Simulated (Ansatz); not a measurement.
# SnSe2: the cost of one run

Program: Ansatz 0.2.0. Level of theory: DFT PBE+D3(BJ), scalar-relativistic, plane waves, PAW, and further levels as typed in the inputs. These are calculated values, not measurements.

### 1 Starting point

The structure is trigonal, space group P-3m1 (No. 164). The conventional cell has a = 3.811 Å, b = 3.811 Å, c = 21.100 Å, α = 90.00°, β = 90.00°, γ = 120.00°. Se (site symmetry 3m) has 3 Sn at 2.69 Å as nearest neighbours. Sn (site symmetry -3m) has 6 Se at 2.69 Å as nearest neighbours.

Coordinates:

```
CELL_PARAMETERS angstrom
3.81100 0.00000 0.00000
-1.90550 3.30042 0.00000
0.00000 0.00000 21.10000
ATOMIC_POSITIONS crystal
Se 0.66667 0.33333 0.42654
Sn 0.00000 0.00000 0.50000
Se 0.33333 0.66667 0.57346
```

### 2 Relaxing the atoms: SnSe2 sheet, no spin

input.yaml reads:

```yaml
crystal:
  lattice:
    - [3.811, 0.0, 0.0]
    - [-1.9055, 3.3004228138, 0.0]
    - [0.0, 0.0, 21.1]
  atoms:
    - { symbol: Se, position: [0.6666666667, 0.3333333333, 0.4265402844] }
    - { symbol: Sn, position: [0.0, 0.0, 0.5] }
    - { symbol: Se, position: [0.3333333333, 0.6666666667, 0.5734597156] }
  periodic: [true, true, false]
scf:
  occupations: { method: gaussian, width: 0.02 }
  n_extra_bands: 6
output:
  forces: true
  stress: false
  write_density: true
  write_potential: true
  elf: true
  volumetric_format: npy
kpoints:
  mp_grid: { grid: [12, 12, 1] }
hamiltonian:
  xc: pbe
  dispersion: d3bj
relax:
  f_tol: 0.01
  max_steps: 100
```

Command:

```bash
ansatz run input.yaml --threads 8 --pin off --max-ram 32768MiB --backend cpu --events-out ev --progress --plain --runs-dir out
```

What time and memory should one allow on 8 threads of Arm Neoverse V2, shared host?

About 7.5 s, with a peak of 0.98 GiB.
